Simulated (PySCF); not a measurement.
# H5InS (In(H2S)H3): the cost of one run

Programs: PySCF 2.14.0, with routines of our own; each step states its level. All values are computed. Atoms count from 0.

## Step 1: The starting structure

7 atoms, charge 0, multiplicity 1; geometry from: GFN2-xTB.

## Step 2: Optimising the geometry at PBE0-D3(BJ)/def2-SVP

The job: settings as JSON, then the geometry in Å.

```
{"job": {"xc": "PBE0", "basis": "def2-SVP", "d3": "d3bj", "grid": 1, "maxiter": 30, "shake": 0.03, "kind": "geom"}, "charge": 0, "multiplicity": 1}
In     0.196810    -0.301380    -1.087620
S      0.130550    -0.271610     1.605620
H      0.448510     1.016780     1.622910
H     -1.049130     0.054510     1.626820
H      1.799410    -0.201250    -1.376040
H     -0.732620     1.263670    -1.119570
H     -0.701680    -1.662730    -1.340670
```

Launch:

```bash
> OMP_NUM_THREADS=1 python heavy_run.py task.json out
```

The driver reads the jobs from task.json and runs them one after another.

**Question.** How long does this first job take on 1 thread of Intel Xeon Platinum 8488C, shared host, and how much memory does it need?

About 18 s, with a peak of 0.28 GiB.
